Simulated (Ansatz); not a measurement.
# GaHF (doublet): wave-function methods side by side, cc-pVDZ

One table from this session's results is given with a row withheld; the runs are named, their logs left out.

The runs use Ansatz 0.2.0, Gaussian basis; cc-pVDZ, core rule «outside noble gas», up to 15 orbitals frozen.

To be run: UHF; CCSD(T) on ROHF; CCSD(T) on UHF; BCCD(T) on ROHF; CISD as a restricted active space (open shells left free, so some higher excitations enter); CCSDT(Q) on ROHF; CCSDT(Q) on UHF.

34 further runs of the same task are left out: 15 for a known fault of the program, 8 that didn't finish, 11 set aside as unsound or not needed. Runs told in other sessions of the task aren't counted.

## What is computed

The geometry is a PBE0/def2-TZVP stationary point (not a proven minimum). No spin-orbit coupling is included. The filled d shell of Ga may be among the frozen orbitals whatever the setting's name suggests.

3 atoms, charge 0, spin multiplicity 2.

Atoms are counted from 1 here; the program's logs count them from 0.

Bond lengths: F1–Ga2 1.767 Å, Ga2–H3 1.610 Å. Angles: F1–Ga2–H3 114.2°.

Geometry (Å):

```xyz
3
charge 0, multiplicity 2
F     0.00000    0.08487    1.39802
Ga    0.00000   -0.04299   -0.36462
H     0.00000    1.37432   -1.12843
```

The first run:

Input file in.yaml:

```yaml
crystal:
  periodic: [false, false, false]
  atoms:
    - {symbol: F, position_ang: [0.000000, 0.084867, 1.398020]}
    - {symbol: Ga, position_ang: [0.000000, -0.042993, -0.364625]}
    - {symbol: H, position_ang: [0.000000, 1.374322, -1.128426]}
basis:
  gaussian: {orbitals: cc-pVDZ}
magnetization: {spin_polarized: true, initial_magnetization: 1}
hamiltonian: {xc: hf}
output: {orbitals: {seedname: orbitals}}
```

Run with:

```console
> ansatz run in.yaml --threads 1 --pin off --events-out ev --progress --plain --max-ram 2393MiB
```

Steps of the session up to this table: UHF; CCSD(T) on ROHF; CCSD(T) on UHF; BCCD(T) on ROHF; CISD as a restricted active space (open shells left free, so some higher excitations enter); CCSDT(Q) on ROHF; CCSDT(Q) on UHF.

One of the session's tables, all rows but one given; the rest of the session is left out.

| method | from UCCSDT(Q) (meV) |
| --- | --- |
| ROHF | +7047.0 |
| UHF | +6977.2 |
| RMP2 | +480.6 |
| UMP2 | +458.5 |
| RCCSD | ? |
| UCCSD | +150.4 |
| RCCSD(T) | +37.0 |
| UCCSD(T) | +30.3 |
| BCCD(T) | +31.8 |
| RCCSDT | +22.5 |
| UCCSDT | +16.4 |
| RCCSDT(Q) | +9.8 |
| UCCSDT(Q) | 0 |

Estimate the missing values for RCCSD.

As computed: from UCCSDT(Q) (meV): +158.9. In the column «from UCCSDT(Q) (meV)» it lies between UCCSD (+150.4) and UMP2 (+458.5).

Not comparable, so not listed: CISD as a restricted active space (open shells left free, so some higher excitations enter) (they don't share determinant, frozen orbitals or solution with the rows shown, or repeat one).

To keep in mind: Restricted and unrestricted rows rest on different reference determinants; a gap between their highest levels can come from leftover correlation error, from unlike frozen cores or from another state.
